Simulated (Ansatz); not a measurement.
# CdTe3: one candidate structure

Aim: relax CdTe3 from this start, Cu3Au (L1_2) type (Pm-3m, No. 221), and see where it ends.

Program: Ansatz 0.2.0. Level of theory: DFT PBE, scalar-relativistic, plane waves, PAW. These are calculated values, not measurements.

### 1 Starting point

Symmetry: Pm-3m, No. 221, cubic system. Conventional cell: a = 4.929 Å, b = 4.929 Å, c = 4.929 Å, α = 90.00°, β = 90.00°, γ = 90.00°. Cd (site symmetry m-3m) has 12 Te at 3.49 Å as nearest neighbours. Te (site symmetry 4/mmm) is surrounded by 4 Cd at 3.49 Å and 8 Te at 3.49 Å.

Structure file:

```
CELL_PARAMETERS angstrom
4.92925 0.00000 0.00000
0.00000 4.92925 0.00000
0.00000 0.00000 4.92925
ATOMIC_POSITIONS crystal
Cd 0.00000 0.00000 0.00000
Te 0.00000 0.50000 0.50000
Te 0.50000 0.00000 0.50000
Te 0.50000 0.50000 0.00000
```

### 2 Quick check of gap, pressure and forces

Contents of input.yaml:

```yaml
crystal:
  lattice:
    - [4.9292505202, 0.0, 0.0]
    - [0.0, 4.9292505202, 0.0]
    - [0.0, 0.0, 4.9292505202]
  atoms:
    - { symbol: Cd, position: [0.0, 0.0, 0.0] }
    - { symbol: Te, position: [0.0, 0.5, 0.5] }
    - { symbol: Te, position: [0.5, 0.0, 0.5] }
    - { symbol: Te, position: [0.5, 0.5, 0.0] }
basis:
  ecutwfc: 420
kpoints:
  mp_grid: { grid: [4, 4, 4] }
hamiltonian:
  xc: pbe
scf:
  occupations: { method: gaussian, width: 0.1 }
  lower_state_search: "off"
output:
  forces: true
  stress: true
  eigenvalues: true
```

Started as:

```sh
> ansatz run input.yaml --threads 1 --pin off --max-ram 2560MiB --backend cpu --events-out ev --progress --plain --runs-dir out
```

Log, cut to the lines that bear on the results:

```text
[...]
SCF converged after 6 iterations
Free energy (F): -29193.054811 eV
[...]
E sigma→0 (E₀):  -29193.046168 eV
Entropy (-TS):   -0.017286 eV (-4.321 meV/atom)
Fermi energy:    10.286564 eV
[...]
--- Forces (eV/Å), atoms counted from 1 ---
  atom   1  Cd    -0.00000000     0.00000000     0.00000000
  atom   2  Te     0.00000000     0.00000000     0.00000000
  atom   3  Te    -0.00000000    -0.00000000     0.00000000
  atom   4  Te     0.00000000    -0.00000000    -0.00000000
[...]
--- Stress (GPa, compression-positive) ---
       -2.170022       0.000000       0.000000
        0.000000      -2.170022       0.000000
        0.000000       0.000000      -2.170022
  P = ⅓ Tr σ = -2.1700 GPa (-21.700 kbar)
--- Band table (eV; the first three rows and the last of 10) ---
[...]
```

Run time: 1.4 s. Hardware: 1 thread of Intel Xeon 6975P-C (Granite Rapids), shared host; peak memory 0.4 GiB.

Read-out: pressure -2.2 GPa, largest force 0.00 eV/Å, gap on this mesh none (metal). The gap decides the next run's mesh: 10×10×10 points.

### 3 The relaxation

Changes to input.yaml since step 2:

```diff
@@ -13,3 +13,3 @@
 kpoints:
-  mp_grid: { grid: [4, 4, 4] }
+  mp_grid: { grid: [10, 10, 10] }
 hamiltonian:
@@ -18,3 +18,2 @@
   occupations: { method: gaussian, width: 0.1 }
-  lower_state_search: "off"
 output:
@@ -23 +22,6 @@
   eigenvalues: true
+relax:
+  adjacent_minimum: "off"
+  f_tol: 0.01
+  max_steps: 80
+  cell: { stress_tol: 0.05 }
```

Started as:

```sh
> ansatz run input.yaml --threads 1 --pin off --max-ram 2560MiB --backend cpu --events-out ev --progress --plain --runs-dir out
```

Log:

```text
Warning: RAYON_NUM_THREADS=1 ignored (pool sized by the plan → 1); use --threads N
Engine: ansatz 0.2.0, x86_64-unknown-linux-gnu
Pseudopotentials: kind: paw
Pseudopotential: Cd, paw, valence charge 20, recommended cutoff 420 eV (normal), Cd.paw.azcp
Pseudopotential: Te, paw, valence charge 16, recommended cutoff 420 eV (normal), Te.paw.azcp
Functional definition: PBE
  parameter kappa = 0.804
  parameter beta = 0.06672455060314922
  exchange = pbe_x(kappa = kappa, mu = beta*pi^2/3)
  correlation = pbe_c(beta = beta)
Crystal: 4 atoms, lattice volume = 119.769 Å³
Basis set: ecut = 420 eV, 2325 PW (Γ), exchange–correlation on 72×72×72 points (8 copies of the dense FFT grid, shifted against one another)
Bands: 41, of which v1, the nominal top of the filled ones, is band 34 counted from 1 (33 counted from 0)
Symmetry: 48 space group operations
Space group: Pm-3m (ITA 221), of the structure as read, at distance tolerance 4.9e-5 Å
k-points: 56 of 1000
Non-local potential: Cd, projectors of the file, l = 0: 3, l = 1: 2, l = 2: 2, l = 3: 1
Non-local potential: Te, projectors of the file, l = 0: 2, l = 1: 2, l = 2: 2, l = 3: 2
PAW form: soft (Blöchl's): semilocal exchange-correlation on the pseudo side does not see the compensation charge
PAW one-centre angular grid: Cd, 590 points (default); XC on 64 Gauss nodes
PAW one-centre angular grid: Te, 590 points (default); XC on 64 Gauss nodes
Initial density: superposition of atomic densities (neutral atoms: chi_scale 0, normalization atom), corrected by the library's trained network
Initial wavefunctions: pseudopotential atomic-orbital guess
Functional: x = pbe(κ = 0.804, μ = 0.2195149727645171), c = pbe(β = 0.06672455060314922)
SCF iter   1: F=—  HF=-29193.113193 eV  |F-HF|=—  |Δ(HF+E_count)|=         —  Δρ=2.22e-3  dr2=1.18e-2  ethr=1.77e-3  ⟨swp⟩=7.9  Hψ=9347  notcnv=0
preconditioner: auto → Kerker (q_TF=auto, 2.483 Å⁻¹)  [metal: Δε(μ)=0.010 eV  Ē_g=9.432 eV  σ=0.100 eV  W_gap=0.06  n_scr=26 (ndim 8)  ℏωp=18.6 eV  f_vac=0.000  D(μ)=2.94/eV (n_scr^D=18)]
SCF iter   2: F=—  HF=-29193.111019 eV  |F-HF|=—  |Δ(HF+E_count)|=   2.17e-3  Δρ=1.33e-3  dr2=4.65e-3  ethr=1.73e-5  ⟨swp⟩=2.0  Hψ=3289  notcnv=0
SCF iter   3: F=—  HF=-29193.109800 eV  |F-HF|=—  |Δ(HF+E_count)|=   1.22e-3  Δρ=3.74e-4  dr2=3.29e-4  ethr=6.83e-6  ⟨swp⟩=2.0  Hψ=2724  notcnv=0
SCF iter   4: F=—  HF=-29193.109778 eV  |F-HF|=—  |Δ(HF+E_count)|=   2.16e-5  Δρ=1.81e-4  dr2=5.26e-5  ethr=4.83e-7  ⟨swp⟩=2.0  Hψ=2956  notcnv=0
SCF iter   5: F=—  HF=-29193.109812 eV  |F-HF|=—  |Δ(HF+E_count)|=   3.32e-5  Δρ=4.56e-5  dr2=3.81e-6  ethr=7.74e-8  ⟨swp⟩=2.1  Hψ=2892  notcnv=0
SCF iter   6: F=—  HF=-29193.109813 eV  |F-HF|=—  |Δ(HF+E_count)|=   8.74e-7  Δρ=1.31e-5  dr2=3.49e-7  ethr=5.60e-9  ⟨swp⟩=2.2  Hψ=4070  notcnv=0
SCF iter   7: F=-29193.109812 eV  HF=-29193.109812 eV  |F-HF|=5.28e-10  |Δ(HF+E_count)|=   5.62e-8  Δρ=4.86e-6  dr2=4.40e-8  ethr=1.47e-10  ⟨swp⟩=10.1  Hψ=10046  notcnv=0
SCF 1 converged in 7 iterations: F = -29193.109812 eV  dr2 = 4.40e-8
relax step   1: F+E_penalty+E_count = -29193.10981246 eV  Δ(F+E_penalty+E_count) = +0.000e0 eV  max|allowed force component| = 2.136e-29 eV/Å  Δτ_max = 0.0000 Å  P = -2.104 GPa  Ω = 119.769 Å³  (7 SCF iters, dr2 threshold 1.00e-7 eV, accepted)
Crystal: 4 atoms, lattice volume = 113.208 Å³
Basis set: ecut = 420 eV, 2205 PW (Γ), exchange–correlation on 72×72×72 points (8 copies of the dense FFT grid, shifted against one another)
Initial density: handed on by an earlier stage of this run
Initial wavefunctions: those handed on with the density
iter 1 solved again at ethr=5.24e-6 eV; its pass at ethr=3.10e-3 eV (dr2=3.57e-3 eV) is discarded
SCF iter   1: F=—  HF=-29193.153323 eV  |F-HF|=—  |Δ(HF+E_count)|=         —  Δρ=9.01e-4  dr2=3.45e-3  ethr=5.24e-6  ⟨swp⟩=2.0  Hψ=11674  notcnv=0
preconditioner: auto → Kerker (q_TF=auto, 2.506 Å⁻¹)  [metal: Δε(μ)=0.023 eV  Ē_g=9.687 eV  σ=0.100 eV  W_gap=0.13  n_scr=26 (ndim 8)  ℏωp=19.1 eV  f_vac=0.000  D(μ)=3.33/eV (n_scr^D=26)]
SCF iter   2: F=—  HF=-29193.152716 eV  |F-HF|=—  |Δ(HF+E_count)|=   6.07e-4  Δρ=5.82e-4  dr2=1.39e-3  ethr=5.07e-6  ⟨swp⟩=1.1  Hψ=2301  notcnv=0
SCF iter   3: F=—  HF=-29193.152332 eV  |F-HF|=—  |Δ(HF+E_count)|=   3.84e-4  Δρ=1.46e-4  dr2=7.29e-5  ethr=2.04e-6  ⟨swp⟩=2.0  Hψ=2570  notcnv=0
SCF iter   4: F=—  HF=-29193.152353 eV  |F-HF|=—  |Δ(HF+E_count)|=   2.05e-5  Δρ=6.72e-5  dr2=8.26e-6  ethr=1.07e-7  ⟨swp⟩=2.0  Hψ=2962  notcnv=0
SCF iter   5: F=-29193.152353 eV  HF=-29193.152354 eV  |F-HF|=5.78e-8  |Δ(HF+E_count)|=   6.47e-7  Δρ=1.79e-5  dr2=3.80e-7  ethr=5.88e-10  ⟨swp⟩=5.5  Hψ=10147  notcnv=0
SCF 2 converged in 5 iterations: F = -29193.152353 eV  dr2 = 3.80e-7
relax step   2: F+E_penalty+E_count = -29193.15235345 eV  Δ(F+E_penalty+E_count) = -4.254e-2 eV  max|allowed force component| = 3.507e-29 eV/Å  Δτ_max = 0.0000 Å  P = +0.223 GPa  Ω = 113.208 Å³  energy of the carried Pulay correction = +1.403e-3 eV  (5 SCF iters, dr2 threshold 4.00e-7 eV, accepted)
Crystal: 4 atoms, lattice volume = 113.806 Å³
iter 1 solved again at ethr=9.43e-8 eV; its pass at ethr=3.10e-3 eV (dr2=6.41e-5 eV) is discarded
SCF iter   1: F=—  HF=-29193.152573 eV  |F-HF|=—  |Δ(HF+E_count)|=         —  Δρ=8.00e-5  dr2=2.78e-5  ethr=9.43e-8  ⟨swp⟩=3.0  Hψ=10821  notcnv=0
preconditioner: auto → Kerker (q_TF=auto, 2.504 Å⁻¹)  [metal: Δε(μ)=0.035 eV  Ē_g=9.646 eV  σ=0.100 eV  W_gap=0.20  n_scr=26 (ndim 8)  ℏωp=19.1 eV  f_vac=0.000  D(μ)=3.23/eV (n_scr^D=26)]
SCF iter   2: F=—  HF=-29193.152598 eV  |F-HF|=—  |Δ(HF+E_count)|=   2.44e-5  Δρ=5.38e-5  dr2=1.13e-5  ethr=4.10e-8  ⟨swp⟩=1.2  Hψ=2319  notcnv=0
SCF iter   3: F=—  HF=-29193.152594 eV  |F-HF|=—  |Δ(HF+E_count)|=   3.38e-6  Δρ=1.31e-5  dr2=4.19e-7  ethr=1.67e-8  ⟨swp⟩=2.0  Hψ=2707  notcnv=0
SCF iter   4: F=-29193.152594 eV  HF=-29193.152594 eV  |F-HF|=4.85e-9  |Δ(HF+E_count)|=   1.21e-7  Δρ=4.97e-6  dr2=4.44e-8  ethr=1.83e-10  ⟨swp⟩=7.2  Hψ=9604  notcnv=0
SCF 3 converged in 4 iterations: F = -29193.152594 eV  dr2 = 4.44e-8
relax step   3: F+E_penalty+E_count = -29193.15259419 eV  Δ(F+E_penalty+E_count) = -2.407e-4 eV  max|allowed force component| = 3.139e-30 eV/Å  Δτ_max = 0.0000 Å  P = -0.022 GPa  Ω = 113.806 Å³  energy of the carried Pulay correction = +1.271e-3 eV  (4 SCF iters, dr2 threshold 1.25e-7 eV, accepted)
Initial wavefunctions: pseudopotential atomic-orbital guess (no wavefunctions were taken with the density)
iter 1 solved again at ethr=1.10e-8 eV; its pass at ethr=3.10e-3 eV (dr2=7.46e-6 eV) is discarded
SCF iter   1: F=—  HF=-29193.151254 eV  |F-HF|=—  |Δ(HF+E_count)|=         —  Δρ=7.98e-5  dr2=1.21e-6  ethr=1.10e-8  ⟨swp⟩=4.5  Hψ=16779  notcnv=0
preconditioner: auto → Kerker (q_TF=auto, 2.504 Å⁻¹)  [metal: Δε(μ)=0.035 eV  Ē_g=9.648 eV  σ=0.100 eV  W_gap=0.20  n_scr=26 (ndim 8)  ℏωp=19.1 eV  f_vac=0.000  D(μ)=3.23/eV (n_scr^D=26)]
SCF iter   2: F=—  HF=-29193.151287 eV  |F-HF|=—  |Δ(HF+E_count)|=   3.26e-5  Δρ=3.85e-5  dr2=3.26e-7  ethr=1.79e-9  ⟨swp⟩=2.0  Hψ=3816  notcnv=0
SCF iter   3: F=—  HF=-29193.151287 eV  |F-HF|=—  |Δ(HF+E_count)|=   3.89e-7  Δρ=1.01e-5  dr2=4.64e-8  ethr=4.79e-10  ⟨swp⟩=3.0  Hψ=4560  notcnv=0
SCF iter   4: F=—  HF=-29193.151287 eV  |F-HF|=—  |Δ(HF+E_count)|=   1.64e-8  Δρ=1.26e-6  dr2=4.04e-9  ethr=6.82e-11  ⟨swp⟩=2.0  Hψ=3047  notcnv=0
SCF iter   5: F=—  HF=-29193.151287 eV  |F-HF|=—  |Δ(HF+E_count)|=  4.62e-10  Δρ=6.04e-7  dr2=6.86e-10  ethr=5.94e-12  ⟨swp⟩=2.0  Hψ=2956  notcnv=0
SCF iter   6: F=—  HF=-29193.151287 eV  |F-HF|=—  |Δ(HF+E_count)|=  1.82e-11  Δρ=2.05e-7  dr2=6.38e-11  ethr=1.01e-12  ⟨swp⟩=2.7  Hψ=4166  notcnv=0
SCF iter   7: F=-29193.151287 eV  HF=-29193.151287 eV  |F-HF|=1.09e-11  |Δ(HF+E_count)|=  7.28e-12  Δρ=3.08e-8  dr2=1.63e-12  ethr=1.00e-12  ⟨swp⟩=5.2  Hψ=7994  notcnv=0
SCF 4 converged in 7 iterations: F = -29193.151287 eV  dr2 = 1.63e-12
relax step   4: F+E_penalty+E_count = -29193.15128707 eV  Δ(F+E_penalty+E_count) = +1.307e-3 eV  max|allowed force component| = 2.507e-30 eV/Å  Δτ_max = 0.0000 Å  P = -0.022 GPa  Ω = 113.806 Å³  stress off target by 2.19e-2 GPa  SCF on the basis re-selected at this cell (its energy is not comparable with the rows above)  (7 SCF iters)
basis re-selected at this cell: Δ(F+E_penalty+E_count) = +1.307e-3 eV, ΔP = +0.000 GPa vs the last step (what re-selecting the basis moved, of the pressure what is left beyond the Pulay correction that the steps carried, after the strain that the cell walked since its last selection, with what the two solves' SCF thresholds leave and, on support functions, any second-order correction that the steps lacked; it is no measure of the basis error at this ecutwfc). This SCF's stress stands 2.19e-2 GPa from its target on what of the cell is left free (relax.cell.stress_tol is 5.00e-2 GPa) and its largest allowed force component is 2.51e-30 eV/Å (relax.f_tol is 1.00e-2 eV/Å): within both
SCF converged after 7 iterations
Free energy (F): -29193.151287 eV
Harris-Foulkes:  -29193.151287 eV  (|F-HF|=1.09e-11)
Internal energy: -29193.135114 eV  (E = F + TS)
E sigma→0 (E₀):  -29193.143200 eV
Entropy (-TS):   -0.016173 eV (-4.043 meV/atom)
Fermi energy:    11.052541 eV
--- Per-component energies (eV) ---
  E_band       = -1147.357619
  E_kinetic    = 1044.563761
  E_local      = -6531.598144  (includes V_loc(G=0)·N_el)
  E_nonlocal   = -898.488605
  E_hartree    = 3724.641622
  E_xc         = -548.329851
  E_vxc        = -532.219110  (∫ρ·V_xc dr)
  E_paw        = -18069.316220  (= ΣΔE_a)
  E_vpaw       = -1678.898193  (= ΣTr[D̂ρ^β])
  E_aug_tail   = -0.000493  (compensation charges beyond the density's cutoff)
  E_ewald      = -7914.607185
  E_smearing   = -0.016173  (= −TS)
  E_closure    = -0.000000  (closes the sum)
  Σ components = -29193.151287   (vs F -29193.151287, Δ=0.00e0)
--- Forces (eV/Å), atoms counted from 1 ---
  atom   1  Cd    -0.00000000     0.00000000     0.00000000
  atom   2  Te     0.00000000    -0.00000000     0.00000000
  atom   3  Te     0.00000000    -0.00000000    -0.00000000
  atom   4  Te     0.00000000    -0.00000000     0.00000000
  max |Σ_I F_I| component: 4.70e-30 eV/Å
--- Stress (GPa, compression-positive) ---
       -0.021870       0.000000       0.000000
        0.000000      -0.021870       0.000000
        0.000000       0.000000      -0.021870
  P = ⅓ Tr σ = -0.0219 GPa (-0.219 kbar)
--- Band table (eV; the first three rows and the last of 56) ---
  k-point 0: bands = ["-91.5823", "-52.6468", "-52.6468", "-52.6468", "-26.3057", "-26.2890", "-26.2890", "-26.2890", "-26.2848", "-26.2848", "-26.2481", "-26.2481", "-26.2481", "-26.2176", "-26.2176", "-26.2128", "-26.2128", "-26.2128", "-26.1965", "-2.3065", "0.9780", "0.9780", "2.5130", "2.5130", "2.5130", "2.6706", "2.6706", "6.2791", "6.2791", "6.2791", "8.9997", "10.2230", "10.2230", "10.2230", "11.8964", "11.8964", "11.8964", "15.8206", "15.8294", "15.8294", "16.2557"]
  k-point 1: bands = ["-91.5823", "-52.6468", "-52.6468", "-52.6468", "-26.3052", "-26.2890", "-26.2880", "-26.2880", "-26.2853", "-26.2848", "-26.2491", "-26.2491", "-26.2481", "-26.2176", "-26.2172", "-26.2128", "-26.2128", "-26.2128", "-26.1970", "-2.2562", "0.8618", "0.9965", "2.5064", "2.5064", "2.5132", "2.6515", "2.6527", "6.3456", "6.3460", "6.3460", "9.1779", "10.1161", "10.1426", "10.1426", "11.6418", "11.7737", "11.7737", "15.8552", "16.1065", "16.1197", "16.2963"]
  k-point 2: bands = ["-91.5823", "-52.6468", "-52.6468", "-52.6468", "-26.3039", "-26.2889", "-26.2865", "-26.2851", "-26.2851", "-26.2848", "-26.2520", "-26.2520", "-26.2481", "-26.2176", "-26.2158", "-26.2129", "-26.2128", "-26.2128", "-26.1982", "-2.1084", "0.5449", "1.0473", "2.4893", "2.4893", "2.5137", "2.6032", "2.6164", "6.5219", "6.5416", "6.5416", "9.5905", "9.8475", "9.8475", "9.8652", "11.1904", "11.6054", "11.6054", "15.7859", "16.4143", "16.5059", "16.6826"]
  k-point 55: bands = ["-91.5823", "-52.6468", "-52.6468", "-52.6468", "-26.2945", "-26.2945", "-26.2945", "-26.2694", "-26.2694", "-26.2694", "-26.2681", "-26.2681", "-26.2681", "-26.2207", "-26.2094", "-26.2094", "-26.2069", "-26.2069", "-26.2069", "-0.1427", "-0.1427", "-0.1427", "2.5541", "2.5541", "2.6812", "2.6812", "2.6812", "4.8409", "5.9117", "5.9117", "5.9117", "8.2560", "12.5772", "12.5772", "12.7342", "12.7342", "12.7342", "18.1617", "18.1617", "18.1617", "18.4673"]
--- Relaxed structure (3 steps of the walk, 3 accepted, 1 SCFs on fresh bases) ---
  F+E_penalty+E_count = -29193.15128707 eV   max|allowed force component| = 2.507e-30 eV/Å   (the final SCF, on the basis selected at the relaxed cell)
  cell:  # Å, volume = 113.8057 Å³
    - [4.84605129050577, 1.7654357823549661e-34, 5.135813185032629e-34]
    - [1.7654357823549661e-34, 4.84605129050577, 0.0]
    - [6.419766481290786e-34, 0.0, 4.84605129050577]
  atoms:
    - { symbol: Cd, position: [-6.511909320879609e-36, -1.5262287470395905e-36, 2.4419659952610497e-36] }
    - { symbol: Te, position: [1.9535727962093957e-35, 0.5, 0.5] }
    - { symbol: Te, position: [0.5, 1.1192344145123049e-36, 0.5] }
    - { symbol: Te, position: [0.5, 0.5, 2.4419659952477247e-36] }
```

Wall time 30 s (1 thread of Intel Xeon 6975P-C (Granite Rapids), shared host); peak memory 0.54 GiB.

Step by step:

| step | E - E(step 1) (eV/cell) | largest force component (eV/Å) | pressure (GPa) | volume (Å³) |
| --- | --- | --- | --- | --- |
| 1 | 0.0000 | 0.0000 | -2.10 | 119.77 |
| 2 | -0.0425 | 0.0000 | 0.22 | 113.21 |
| 3 | -0.0428 | 0.0000 | -0.02 | 113.81 |
| 4 | -0.0415 | 0.0000 | -0.02 | 113.81 |

Step 1 is the start. Step 4 repeats the geometry before it on a plane-wave basis chosen anew for that cell, so its energy need not be comparable with the rows above.

|  | before | after | change |
| --- | --- | --- | --- |
| a (Å) | 4.929 | 4.846 | -1.7 % |
| b (Å) | 4.929 | 4.846 | -1.7 % |
| c (Å) | 4.929 | 4.846 | -1.7 % |
| volume (Å³/atom) | 29.94 | 28.45 | -5.0 % |
| shortest distance (Å) | 3.486 | 3.427 | -1.7 % |
| space group (0.01 Å) | Pm-3m | Pm-3m | same |

The run keeps the 48 symmetry operations of the start, so it could not have lowered the symmetry.

### 4 Changing settings: preconditioner local_kerker

Contents of input.yaml:

```yaml
crystal:
  lattice:
    - [4.8460512905, 0.0, 0.0]
    - [0.0, 4.8460512905, 0.0]
    - [0.0, 0.0, 4.8460512905]
  atoms:
    - { symbol: Cd, position: [0.0, 0.0, 0.0] }
    - { symbol: Te, position: [0.0, 0.5, 0.5] }
    - { symbol: Te, position: [0.5, 0.0, 0.5] }
    - { symbol: Te, position: [0.5, 0.5, 0.0] }
basis:
  ecutwfc: 420
kpoints:
  mp_grid: { grid: [10, 10, 10] }
hamiltonian:
  xc: pbe
scf:
  occupations: { method: gaussian, width: 0.1 }
  mixing: { preconditioner: local_kerker }
output:
  forces: true
  eigenvalues: true
  stress: true
```

Started as:

```sh
> ansatz run input.yaml --threads 1 --pin off --max-ram 2560MiB --backend cpu --events-out ev --progress --plain --runs-dir out
```

Log, cut to the lines that bear on the results:

```text
Warning: RAYON_NUM_THREADS=1 ignored (pool sized by the plan → 1); use --threads N
[...]
Pseudopotentials: kind: paw
Pseudopotential: Cd, paw, valence charge 20, recommended cutoff 420 eV (normal), Cd.paw.azcp
Pseudopotential: Te, paw, valence charge 16, recommended cutoff 420 eV (normal), Te.paw.azcp
Functional definition: PBE
[...]
Crystal: 4 atoms, lattice volume = 113.806 Å³
Basis set: ecut = 420 eV, 2205 PW (Γ), exchange–correlation on 72×72×72 points (8 copies of the dense FFT grid, shifted against one another)
Bands: 41, of which v1, the nominal top of the filled ones, is band 34 counted from 1 (33 counted from 0)
Symmetry: 48 space group operations
Space group: Pm-3m (ITA 221), of the structure as read, at distance tolerance 4.8e-5 Å
k-points: 56 of 1000
[...]
SCF iter   1: F=—  HF=-29193.154717 eV  |F-HF|=—  |Δ(HF+E_count)|=         —  Δρ=2.21e-3  dr2=1.08e-2  ethr=1.77e-3  ⟨swp⟩=8.1  Hψ=9466  notcnv=0
[...]
SCF iter   6: F=-29193.151287 eV  HF=-29193.151287 eV  |F-HF|=2.52e-9  |Δ(HF+E_count)|=   1.25e-9  Δρ=1.84e-6  dr2=3.55e-9  ethr=1.47e-10  ⟨swp⟩=9.6  Hψ=10764  notcnv=0
[...]
SCF converged after 6 iterations
Free energy (F): -29193.151287 eV
[...]
E sigma→0 (E₀):  -29193.143200 eV
Entropy (-TS):   -0.016173 eV (-4.043 meV/atom)
Fermi energy:    11.052541 eV
[...]
--- Forces (eV/Å), atoms counted from 1 ---
  atom   1  Cd    -0.00000000    -0.00000000     0.00000000
  atom   2  Te     0.00000000    -0.00000000     0.00000000
  atom   3  Te     0.00000000    -0.00000000    -0.00000000
  atom   4  Te     0.00000000    -0.00000000     0.00000000
[...]
--- Stress (GPa, compression-positive) ---
       -0.021873       0.000000      -0.000000
        0.000000      -0.021873       0.000000
        0.000000      -0.000000      -0.021873
  P = ⅓ Tr σ = -0.0219 GPa (-0.219 kbar)
--- Band table (eV; the first three rows and the last of 56) ---
[...]
```

Run time: 5.8 s. Hardware: 1 thread of Intel Xeon 6975P-C (Granite Rapids), shared host; peak memory 0.51 GiB.

```
    run     ending  energy change  pressure (GPa)  gap (eV)  force (eV/Å)  cycles   time
 step 3  converged              0             0.0      0.00          0.00       -   30 s
variant  converged   0.0 meV/atom             0.0      0.00          0.00       6  5.8 s
```

The changed mixing doesn't alter the result here (within 0.5 meV/atom).

### 5 Results

Formation energies count from the elements, computed with the same settings in runs not shown here.

```
                          quantity                                                                      value
                              cell  a = 4.846 Å, b = 4.846 Å, c = 4.846 Å, α = 90.00°, β = 90.00°, γ = 90.00°
                       space group                                                            Pm-3m (No. 221)
                            volume                                                              28.45 Å³/atom
                   gap on the mesh                                                               none (metal)
formation energy from the elements                                                             +0.296 eV/atom
```

**Reading.** The space group stayed Pm-3m, and from the first guess the volume went from 29.94 to 28.45 Å³/atom. The formation energy of +0.30 eV/atom is positive, so the elements lie lower than this structure; another structure of the compound can lie lower. Spin-orbit coupling is left out for Te.
